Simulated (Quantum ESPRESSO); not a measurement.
Input of a Quantum ESPRESSO 7.5 run:

The input pw.in:

```
&CONTROL
  calculation = 'scf'
  prefix = 'pwscf'
  outdir = './tmp'
  pseudo_dir = './pseudo'
  tprnfor = .true.
  disk_io = 'low'
/
&SYSTEM
  ibrav = 0
  celldm(1) = 8
  nat = 7
  ntyp = 1
  ecutwfc = 50
  ecutrho = 250
  nbnd = 59
  input_dft = 'sla+pw+nogx+nogc+vv10'
  occupations = 'smearing'
  smearing = 'mp'
  degauss = 0.00367493
/
&ELECTRONS
  conv_thr = 7d-09
  electron_maxstep = 150
  mixing_beta = 0.3
  mixing_mode = 'local-TF'
  tqr = .true.
/
ATOMIC_SPECIES
In   114.8180 in_lda_v1.4.uspp.F.UPF
CELL_PARAMETERS alat
  0.7945929533796  -0.0000000000000   0.0000000000000
 -0.3972964766944   0.6881376832975   0.0000000000000
  0.0000000000000   0.0000000000000   7.3698285510917
ATOMIC_POSITIONS crystal
In     0.3333333300    0.6666666600    0.2403879859
In     0.0000000000    0.0000000000    0.3269253239
In     0.6666666700    0.3333333400    0.4134626620
In     0.0000000000    0.0000000000    0.5000000000
In     0.3333333300    0.6666666600    0.5865373380
In     0.0000000000    0.0000000000    0.6730746761
In     0.6666666700    0.3333333400    0.7596120141
K_POINTS automatic
9 9 1 0 0 0
```

pp_density.in

```
&INPUTPP
  prefix = 'pwscf'
  outdir = './tmp'
  filplot = 'density.dat'
  plot_num = 0
/
&PLOT
  nfile = 1
  filepp(1) = 'density.dat'
  iflag = 3
  output_format = 6
  fileout = 'density.cube'
/
```

pp_potential.in

```
&INPUTPP
  prefix = 'pwscf'
  outdir = './tmp'
  filplot = 'potential.dat'
  plot_num = 11
/
&PLOT
  nfile = 1
  filepp(1) = 'potential.dat'
  iflag = 3
  output_format = 6
  fileout = 'potential.cube'
/
```

Potentials or basis: GBRV 1.5 LDA.

Run with:

```console
$ OMP_NUM_THREADS=1 mpirun -n 2 pw.x -nk 2 -in pw.in > pw.out
$ OMP_NUM_THREADS=1 mpirun -n 1 pp.x -in pp_density.in > pp_density.out
$ OMP_NUM_THREADS=1 mpirun -n 1 pp.x -in pp_potential.in > pp_potential.out
```

**Question.** Predict the work function of the upper face.

**Answer.** 4.16 eV.

**Question.** What does it give for the work function of the lower face?

**Answer.** 4.16 eV.

**Question.** Estimate the band gap on the k mesh.

**Answer.** None (metal or under the smearing width).

**Question.** Estimate the largest force.

**Answer.** 0.214 eV/Å.

Forces in eV/Å, atoms in the order of the input:
```
In   0.000  0.000  0.214
In   0.000  0.000  0.173
In   0.000  0.000 -0.057
In   0.000  0.000  0.000
In   0.000  0.000  0.057
In   0.000  0.000 -0.173
In   0.000  0.000 -0.214
```

Caveat: real space augmentation costs some meV and hundredths of eV per Å; rVV10's parameter b was fitted to another functional.
